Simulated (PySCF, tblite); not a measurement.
# C5H15NOSi2: geometry, infrared bands and NMR shifts

What infrared bands and NMR shifts should C5H15NOSi2 (`C/N=C\COC[Si@H](C)[SiH3]`) show?

Programs: tblite 0.8.0 and PySCF 2.14.0, with density-fitted response routines of our own. Each step states its level of theory. These are calculated values for one molecule in the gas phase, unless marked as measured. Atoms count from 0, in the outputs and in this text.

## Step 1: The starting structure

24 atoms, charge 0, multiplicity 1; geometry from: force field or distance geometry start.

Bonds of the start (Å): C0–N1 1.47, N1–C2 1.27, C2–C3 1.52, C3–O4 1.42, O4–C5 1.44, C5–Si6 1.88, Si6–C7 1.86, Si6–Si8 2.32, C0–H9 1.08, C0–H10 1.10, C0–H11 1.09, C2–H12 1.10, C3–H13 1.09, C3–H14 1.10, C5–H15 1.11, C5–H16 1.09, Si6–H17 1.49, C7–H18 1.10, C7–H19 1.10, C7–H20 1.09, Si8–H21 1.48, Si8–H22 1.48, Si8–H23 1.48.

## Step 2: Geometry optimisation with GFN2-xTB

The job: settings as JSON, then the geometry in Å.

```
{"job": {"kind": "relax", "xc": "GFN2-xTB", "basis": "xTB"}, "charge": 0, "multiplicity": 1}
C      3.516900    -0.746900     0.295100
N      3.361100    -0.148200    -1.034300
C      2.571700     0.843000    -1.169900
C      1.701900     1.522500    -0.127000
O      0.320100     1.422200    -0.440800
C     -0.238900     0.125400    -0.185100
Si    -2.066500    -0.042500    -0.579300
C     -3.073500     1.183300     0.383500
Si    -2.683200    -2.186600     0.048200
H      4.202600    -1.585800     0.240200
H      2.554100    -1.140400     0.665200
H      3.918300    -0.031000     1.014800
H      2.469900     1.276100    -2.177000
H      1.968500     2.577300    -0.131800
H      1.880300     1.148500     0.893200
H     -0.087500    -0.100300     0.891800
H      0.312000    -0.616300    -0.768600
H     -2.302400     0.135100    -2.036200
H     -2.932600     1.067800     1.463700
H     -4.142500     1.061500     0.177600
H     -2.805800     2.209900     0.117500
H     -1.891500    -3.185100    -0.702800
H     -4.128500    -2.396000    -0.204000
H     -2.436400    -2.373600     1.499300
```

Run with:

```sh
$ OMP_NUM_THREADS=1 python probes_run.py task.json out
```

One launch serves the whole session: the jobs run in the order shown.

**Question.** This job is followed by: GFN2-xTB harmonic vibrations, gas phase; GIAO PBE0/pcSseg-1 NMR shielding, non-relativistic, gas phase. Predict these results of the whole session: strongest single infrared mode (GFN2-xTB); zero-point energy (GFN2-xTB); ¹³C shifts against TMS (PBE0/pcSseg-1); ¹H shifts against TMS (PBE0/pcSseg-1, means over atoms taken as alike); ¹⁵N shifts against NH3 (PBE0/pcSseg-1); ¹⁷O shifts against H2O (PBE0/pcSseg-1); ²⁹Si shifts against TMS (PBE0/pcSseg-1).

The runs gave:

| quantity | value |
| --- | --- |
| strongest single infrared mode (GFN2-xTB) | 784 cm⁻¹, 539 km/mol |
| zero-point energy (GFN2-xTB) | 115.8 kcal/mol |
| ¹³C shifts against TMS (PBE0/pcSseg-1) | 170.7, 74.8, 63.6, 42.5, -7.0 ppm |
| ¹H shifts against TMS (PBE0/pcSseg-1, means over atoms taken as alike) | 7.83, 4.54, 4.47, 4.18, 3.67, 3.61, 3.28, 2.95, 0.37 ppm |
| ¹⁵N shifts against NH3 (PBE0/pcSseg-1) | 386.5 ppm |
| ¹⁷O shifts against H2O (PBE0/pcSseg-1) | 16.4 ppm |
| ²⁹Si shifts against TMS (PBE0/pcSseg-1) | -43.5, -122.2 ppm |

In words: Relaxing lowered the energy by 0.293 eV in 182 steps; the close pair that moved most is Si6–C7, from 1.856 to 1.904 Å. No mode is imaginary among the 66: a minimum at this level. The strongest single mode, at 784 cm⁻¹, has its largest shares on H21, H22 and H23 (the list is cut at 3 atoms). GFN2-xTB is a fitted tight-binding method: band positions and strengths are rough. Its intensities can rank the bands wrongly. At PBE0/pcSseg-1: The largest span, 783 ppm, is at N1, where the paramagnetic term is -443 ppm.
